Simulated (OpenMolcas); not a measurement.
**One shape, several levels: SnH3OF (SMILES [OH][SnH2][F])**

Aim: a comparison of 6 runs (HF/3-21G, HF/def2-SVP, N12/def2-SVP, PBE/def2-SVPD, SOS-MP2/def2-SVPD, CCSD(T)/def2-SVP) of SnH3OF. 

Program for the calculation: OpenMolcas 26.06.

7 further runs of the same task are left out: 2 that didn't finish, 5 set aside as unsound or not needed.

## Step 1: The structure to begin with

SnH3OF: 6 atoms, total charge 0, spin state singlet. As SMILES, `[OH][SnH2][F]`. The coordinates come from a PBE0-D4/def2-TZVP relaxation. This is one conformer, not always the lowest.

Bond lengths: O1–Sn2 1.948 Å, Sn2–F3 1.922 Å, O1–H4 0.960 Å, Sn2–H5 1.701 Å, Sn2–H6 1.692 Å. Angles: O1–Sn2–F3 105.3°, O1–Sn2–H5 111.8°, O1–Sn2–H6 106.0°, F3–Sn2–H5 104.3°, F3–Sn2–H6 107.5°, Sn2–O1–H4 114.0°, H5–Sn2–H6 120.8°.

## Step 2: Energy and forces at HF/3-21G (run 1)

File job.inp:

```
* FH3OSn Hartree-Fock
>>> EXPORT MOLCAS_PRINT=2

&GATEWAY
  BasLib=$CurrDir
  Coord
  6
  angstrom
  O       -1.414400      -0.333000      -0.425000
  Sn       0.302300       0.255900       0.283700
  F        1.409100      -1.315100       0.302100
  H       -1.368600      -0.685700      -1.316700
  H        1.096100       1.317100      -0.782100
  H        0.017500       0.696700       1.891900
  Basis=3-21G
  Group=NoSym

&SEWARD

&SCF
  Thresholds=1e-10 1e-07 1e-07 1e-05
  PrOrbitals=1 2

&ALASKA
```

The basis set 3-21G is read from a file made from the Basis Set Exchange's data (not shown).

Launch:

```
$ export MOLCAS_MEM=1860
$ pymolcas job.inp > job.log
```

Output:

```text
--- Start Module: gateway ---
[...]
--- Stop Module: gateway /rc=_RC_ALL_IS_WELL_ ---
[...]
      Basis functions           55
[...]
--- Start Module: scf ---
[...]
       Convergence after  13 Iterations
[...]
::    Total SCF energy                              -6171.4033242573
[...]
      Total spin, S                                     0.0000000000
[...]
      Total electronic charge=   70.000000
      Total            charge=   -0.000000
[...]
      Dipole Moment (debye):
      Origin of the operator (angstrom)=    0.2542    0.0108    0.2074
                   X=  2.8129E-01               Y=  2.3745E+00               Z= -1.0156E+00           Total=  2.5978E+00
      Quadrupole Moment (debye*angstrom):
[...]
--- Stop Module: scf /rc=_RC_ALL_IS_WELL_ ---
--- Start Module: alaska ---
[...]
 *              Molecular gradients               *
 **************************************************
  Irreducible representation: a
 ------------------------------------------------------------------------------------------
                              X                       Y                       Z
 ------------------------------------------------------------------------------------------
  O1               -1.88803885065383E-02   -5.23482146599541E-03   -3.52936331001352E-03
  SN2              -1.00242594187172E-04    2.41382886820460E-02   -1.57115846458034E-03
  F3                1.09053216696609E-02   -1.24208169094686E-02    1.00902877616149E-03
  H4                1.03431716505104E-02    5.53564474520307E-03    7.61236982140989E-03
  H5               -2.14349483717413E-03   -6.94863781601729E-03    3.38736221654656E-03
  H6               -1.24367382282164E-04   -5.06965723587571E-03   -6.90823903948257E-03
 ------------------------------------------------------------------------------------------
--- Stop Module: alaska /rc=_RC_ALL_IS_WELL_ ---
[...]
```

Wall time 2.9 s (1 thread of Arm Neoverse V2, shared host); peak memory 0.39 GiB.

## Step 3: Energy and gradient at HF/def2-SVP (core potential) (run 2)

job.inp: that of step 2 with these lines changed.

```diff
@@ -1,4 +1 @@
-* FH3OSn Hartree-Fock
->>> EXPORT MOLCAS_PRINT=2
-
 &GATEWAY
@@ -14,3 +11,3 @@
   H        0.017500       0.696700       1.891900
-  Basis=3-21G
+  Basis=def2-SVP
   Group=NoSym
@@ -21,3 +18,3 @@
   Thresholds=1e-10 1e-07 1e-07 1e-05
-  PrOrbitals=1 2
+  PrOrbitals=1
```

The basis set def2-SVP is read from a file made from the Basis Set Exchange's data (not shown).

Launch:

```
$ export MOLCAS_MEM=1860
$ pymolcas job.inp > job.log
```

Output:

```text
--- Start Module: gateway ---
[...]
--- Stop Module: gateway /rc=_RC_ALL_IS_WELL_ ---
[...]
      Basis functions           69
[...]
--- Start Module: scf ---
[...]
       Convergence after  13 Iterations
[...]
::    Total SCF energy                               -389.2684931530
[...]
      Total spin, S                                     0.0000000000
[...]
      Total electronic charge=   42.000000
      Total            charge=   -0.000000
[...]
      Dipole Moment (debye):
      Origin of the operator (angstrom)=    0.2542    0.0108    0.2074
                   X=  9.8158E-02               Y=  2.6383E+00               Z= -7.5668E-01           Total=  2.7464E+00
      Quadrupole Moment (debye*angstrom):
[...]
--- Stop Module: scf /rc=_RC_ALL_IS_WELL_ ---
[...]
--- Start Module: alaska ---
[...]
 *              Molecular gradients               *
 **************************************************
  Irreducible representation: a
 ------------------------------------------------------------------------------------------
                              X                       Y                       Z
 ------------------------------------------------------------------------------------------
  O1               -2.87380843984231E-03    6.33850838678618E-03    1.90521849479259E-02
  SN2              -1.28256502017132E-03   -1.96286560038850E-03   -3.95466529891975E-03
  F3               -4.13489045735460E-04    7.31366909114683E-04    2.34070860625879E-04
  H4                4.91874849433172E-03   -4.63317833398724E-03   -1.48108505341487E-02
  H5                9.11680120704972E-04    2.94452212359353E-04   -1.19587345589389E-03
  H6               -1.26056610924830E-03   -7.68283573857387E-04    6.75133480437573E-04
 ------------------------------------------------------------------------------------------
--- Stop Module: alaska /rc=_RC_ALL_IS_WELL_ ---
[...]
```

It took 4.5 s on 1 thread of Arm Neoverse V2, shared host; peak memory 0.41 GiB.

## Step 4: The charge distribution at N12/def2-SVP (Cholesky decomposition, core potential, C-PCM methanol) (run 3)

File test.input:

```
* FH3OSn Kohn-Sham DFT
&GATEWAY
Coord
6
bohr
O     -2.67282863    -0.62927880    -0.80313360
Sn     0.57126421     0.48358092     0.53611530
F      2.66281308    -2.48517883     0.57088626
H     -2.58627917    -1.29578520    -2.48820239
H      2.07132881     2.48895828    -1.47795480
H      0.03307021     1.31657219     3.57517286
Basis=def2-SVP
Group=NoSym
RF-Input
PCM-Model
Solvent=methanol
Conductor
End of RF-Input
&SEWARD
Low
&SCF
KSDFT=2
1.0 GGA_X_N12
1.0 GGA_C_N12
PrOrbitals=1
&LOCALISATION
PAO
```

Launch:

```
$ export MOLCAS_MEM=1860
$ pymolcas test.input > test.log
```

Output:

```text
--- Start Module: gateway ---
[...]
--- Stop Module: gateway /rc=_RC_ALL_IS_WELL_ ---
[...]
      Basis functions           69
[...]
--- Start Module: scf ---
[...]
       Convergence after  14 Iterations
[...]
::    Total KS-DFT energy                            -391.5298767763
[...]
      Total spin, S                                     0.0000000000
[...]
      Total electronic charge=   42.000000
      Total            charge=   -0.000000
[...]
      Dipole Moment (debye):
      Origin of the operator (angstrom)=    0.2542    0.0108    0.2074
                   X= -1.2597E-01               Y=  2.4745E+00               Z= -1.0098E+00           Total=  2.6755E+00
      Quadrupole Moment (debye*angstrom):
[...]
--- Stop Module: scf /rc=_RC_ALL_IS_WELL_ ---
[...]
--- Start Module: localisation ---
[...]
--- Stop Module: localisation /rc=_RC_ALL_IS_WELL_ ---
[...]
```

Run time: 6.9 s. Hardware: 1 thread of Arm Neoverse V2, shared host.

Atomic charges (e):

```
atom  Mulliken
  O1    -0.457
 Sn2    +0.769
  F3    -0.429
  H4    +0.215
  H5    -0.058
  H6    -0.041
```

Runs 4 to 5 aren't shown in full; the table further down has their settings and results.

## Step 5: The energy at CCSD(T)/def2-SVP (core potential) (run 6)

File mol.input:

```
* FH3OSn CCSD(T)

&gateway
  baslib = $CurrDir
  coord
  6
  angstrom
  O       -1.414400      -0.333000      -0.425000
  Sn       0.302300       0.255900       0.283700
  F        1.409100      -1.315100       0.302100
  H       -1.368600      -0.685700      -1.316700
  H        1.096100       1.317100      -0.782100
  H        0.017500       0.696700       1.891900
  basis = def2-SVP
  group = NoSym

&seward

&scf
  thresholds = 1e-10 1e-07 1e-07 1e-05
  prorbitals = 1 2

&rasscf
  fileorb = $Project.ScfOrb
  spin = 1
  nactel = 0 0 0
  inactive = 21
  ras2 = 0
  outorbitals = Canonical
  orblisting = Few

&motra
  jobiph
  frozen = 6

&ccsdt
  cct
  triples = 2
  iterations = 80
  accuracy = 1e-08
  extrapolation = 5 4
```

The basis set def2-SVP is read from a file made from the Basis Set Exchange's data (not shown).

Launch:

```
$ export MOLCAS_MEM=1860
$ pymolcas mol.input > mol.log
```

Output:

```text
--- Start Module: gateway ---
[...]
--- Stop Module: gateway /rc=_RC_ALL_IS_WELL_ ---
[...]
      Basis functions           69
[...]
       Convergence after  13 Iterations
[...]
::    Total SCF energy                               -389.2684931530
[...]
      Total spin, S                                     0.0000000000
[...]
      Number of active orbitals                  0
[...]
      Spin quantum number                      0.0
[...]
      Active orbitals                            0
[...]
      Number of CSFs                             1
[...]
      Number of root(s) required                 1
[...]
      Convergence after  4 iterations
[...]
      Natural orbitals and occupation numbers for root  1
      ************************************************************************************************************************
      *                                                    Final results                                                     *
      ************************************************************************************************************************
[...]
::    RASSCF root number  1 Total energy:   -389.26849315
[...]
      Total electronic charge=   42.000000
      Total            charge=   -0.000000
[...]
      Dipole Moment (debye):
      Origin of the operator (angstrom)=    0.2542    0.0108    0.2074
                   X=  9.8158E-02               Y=  2.6383E+00               Z= -7.5668E-01           Total=  2.7464E+00
      Quadrupole Moment (debye*angstrom):
[...]
--- Start Module: motra ---
[...]
      *** WARNING: Default frozen orbitals is overwritten by user input.
      *** Default values:   2
[...]
--- Stop Module: motra /rc=_RC_ALL_IS_WELL_ ---
--- Start Module: ccsdt ---
[...]
      Convergence after                    17  Iterations
      Total energy (diff) :    -389.78304529      -0.00000000
[...]
 METHOD                       : CCSD+T(CCSD)+<T3(1)WT1> = CCSD(T)
[...]
       CCSD     =      -389.7830452854653
[...]
--- Stop Module: ccsdt /rc=_RC_ALL_IS_WELL_ ---
[...]
```

Run time: 38 s. Hardware: 1 thread of Arm Neoverse V2, shared host; peak memory 0.41 GiB.

## Step 6: Overview of the runs

```
run                                                                  level  integral approximation        task   energy (Eh)  dipole moment (D) of the reference  HOMO energy (eV)  LUMO energy (eV)  wall time
  1                                                               HF/3-21G                    none    gradient  -6171.403324                                2.60            -12.39              3.44      2.9 s
  2                                           HF/def2-SVP (core potential)                    none    gradient   -389.268493                                2.75            -12.72              2.93      4.5 s
  3  N12/def2-SVP (Cholesky decomposition, core potential, C-PCM methanol)                  CD low  properties   -391.529877                                2.68             -6.76             -1.04      6.9 s
  4                                         PBE/def2-SVPD (core potential)                    none    gradient   -390.887427                                2.36             -7.43             -1.68       39 s
  5                       SOS-MP2/def2-SVPD (RICD fitting, core potential)                RICD aCD      energy   -389.786298                                2.75            -12.84              1.82      3.9 s
  6                                      CCSD(T)/def2-SVP (core potential)                    none      energy   -389.792923                                2.75            -12.72              2.93       38 s
```

## Step 7: What came out

| quantity | value |
| --- | --- |
| run 6: total energy | -389.79292 Eh |
| run 6: dipole moment (mean-field density) | 2.75 D |
| run 6: HOMO energy (Hartree–Fock orbitals) | -12.72 eV |
| run 6: LUMO energy (Hartree–Fock orbitals) | 2.93 eV |
| run 6: HOMO–LUMO gap (Hartree–Fock orbitals) | 15.65 eV |
| run 6: correlation energy (6 core orbitals frozen) | -524.4 mEh |
| run 6: (T) correction | -9.88 mEh |

What this shows: Over runs 1, 2, 3, 4 the dipole moment (its size) runs from 2.36 D (PBE/def2-SVPD) to 2.75 D (HF/def2-SVP). The two ends differ in method and basis. Over runs 1, 2, 3, 4 the HOMO–LUMO gap runs from 5.72 eV (N12/def2-SVP) to 15.84 eV (HF/3-21G). The two ends differ in method and basis and solvent and core potential. Totals of different functionals can't be ranked against each other. Some runs of one species differ in core potentials or relativity; totals across that change don't compare. In run 1 relativity is left out where basis or elements ask for it. All runs together took 95 s, the longest 39 s.
